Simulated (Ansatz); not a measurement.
**Zn2SiBH5: vertical ionisation energy**

Aim: the vertical ionisation energy of Zn2SiBH5, as cation minus neutral at the neutral's geometry, on several levels, and how well −ε(HOMO) stands in for it.

Method: unrestricted cation, the program's frozen cores in correlated methods; program: Ansatz 0.2.0, Gaussian basis.

Levels to be run: UKS PBE-D4/def2-TZVPP; UKS r2SCAN-D4/def2-TZVPP; UKS PBE0-D4/def2-TZVPP; UKS B3LYP-D4/def2-TZVPP; UKS wB97X-V/def2-TZVPP; UKS wB97M-V/def2-TZVPP; UKS B2PLYP (frozen core with 3s3p of Cu, Zn)/def2-TZVPP; UHF-CCSD(T) with 3s3p of Cu, Zn/def2-TZVPP; UHF-MP2 with 3s3p of Cu, Zn/def2-QZVPP; extrapolation to the limit; then −ε(HOMO) from the neutral's earlier runs with LDA (SPW92), PBE-D4, revPBE-D4, BLYP-D4, r2SCAN-D4, B97M-V, PBE0-D4, B3LYP-D4, r2SCANh-D4, r2SCAN0-D4, HSE06-D4, BHLYP-D4, CAM-B3LYP-D4, LC-ωPBE, ωB97X-V, ωB97M-V.

### Step 1. The relaxed structure

The geometry comes from an earlier relaxation with PBE0-D4 in a triple-zeta def2 set; it is a stationary point, not always the lowest conformer.

SMILES `[BH2][Zn][SiH2][ZnH]`, 9 atoms, charge 0, spin multiplicity 1.

Atoms are counted from 1 here; the program's logs count them from 0.

Bond lengths: B1–Zn2 2.091 Å, B1–H5 1.200 Å, B1–H6 1.200 Å, Zn2–Si3 2.385 Å, Si3–Zn4 2.370 Å, Si3–H7 1.499 Å, Si3–H8 1.499 Å, Zn4–H9 1.560 Å. Angles: Zn2–B1–H5 122.5°, Zn2–B1–H6 122.7°, H5–B1–H6 114.8°, B1–Zn2–Si3 179.3°, Zn2–Si3–Zn4 116.5°, Zn2–Si3–H7 109.6°, Zn2–Si3–H8 109.4°, Zn4–Si3–H7 107.9°, Zn4–Si3–H8 107.8°, H7–Si3–H8 105.2°, Si3–Zn4–H9 178.8°.

### Step 2. Cation, UKS PBE-D4/def2-TZVPP

Contents of in.yaml:

```yaml
crystal:
  periodic: [false, false, false]
  atoms:
    - {symbol: B, position_ang: [1.079142, 1.961052, -2.038106]}
    - {symbol: Zn, position_ang: [0.644577, 0.489491, -0.618166]}
    - {symbol: Si, position_ang: [0.120372, -1.184066, 0.997947]}
    - {symbol: Zn, position_ang: [-2.126815, -1.260726, 1.748385]}
    - {symbol: H, position_ang: [0.870970, 1.808600, -3.210298]}
    - {symbol: H, position_ang: [1.559022, 3.021644, -1.746319]}
    - {symbol: H, position_ang: [1.001029, -1.015507, 2.199323]}
    - {symbol: H, position_ang: [0.464889, -2.534479, 0.445309]}
    - {symbol: H, position_ang: [-3.613196, -1.286019, 2.221935]}
basis:
  gaussian: {orbitals: def2-TZVPP}
total_charge: 1
magnetization: {spin_polarized: true, initial_magnetization: 1}
hamiltonian: {xc: pbe, dispersion: d4}
```

Run with:

```bash
ansatz run in.yaml --threads 2 --pin off --events-out ev --progress --plain --max-ram 31744MiB --backend cuda --devices 0, --max-vram 18GiB
```

The runs that follow: Cation, UKS r2SCAN-D4/def2-TZVPP; Cation, UKS PBE0-D4/def2-TZVPP; Cation, UKS B3LYP-D4/def2-TZVPP; Cation, UKS wB97X-V/def2-TZVPP; Cation, UKS wB97M-V/def2-TZVPP; Cation, UKS B2PLYP (frozen core with 3s3p of Cu, Zn)/def2-TZVPP; Cation, UHF-CCSD(T) with 3s3p of Cu, Zn/def2-TZVPP; Cation, UHF-MP2 with 3s3p of Cu, Zn/def2-QZVPP.

**Question.** What will the summary of the whole plan be? Wanted: ionisation energy, CCSD(T)/CBS; nearest functional by difference; nearest −ε(HOMO); −ε(HOMO) of PBE; T1 of the cation.

**Answer**, as computed:

| quantity | value |
| --- | --- |
| ionisation energy, CCSD(T)/CBS | 8.37 eV |
| nearest functional by difference | ωB97X-V (-0.08 eV) |
| nearest −ε(HOMO) | ωB97X-V (+0.08 eV) |
| −ε(HOMO) of PBE | 5.47 eV |
| T1 of the cation | 0.021 |

By cation minus neutral, the functionals miss by 0.45 eV at most. −ε(HOMO) of PBE misses by 2.9 eV, since self-interaction lifts the level. Among orbital estimates ωB97X-V comes nearest. Hartree-Fock falls 1.06 eV short, as the neutral has more correlation energy than the cation. The cation may have settled in a state other than its lowest; no search over hole states beyond the program's own was made. For Zn the d shell is correlated and the shells below it are frozen.
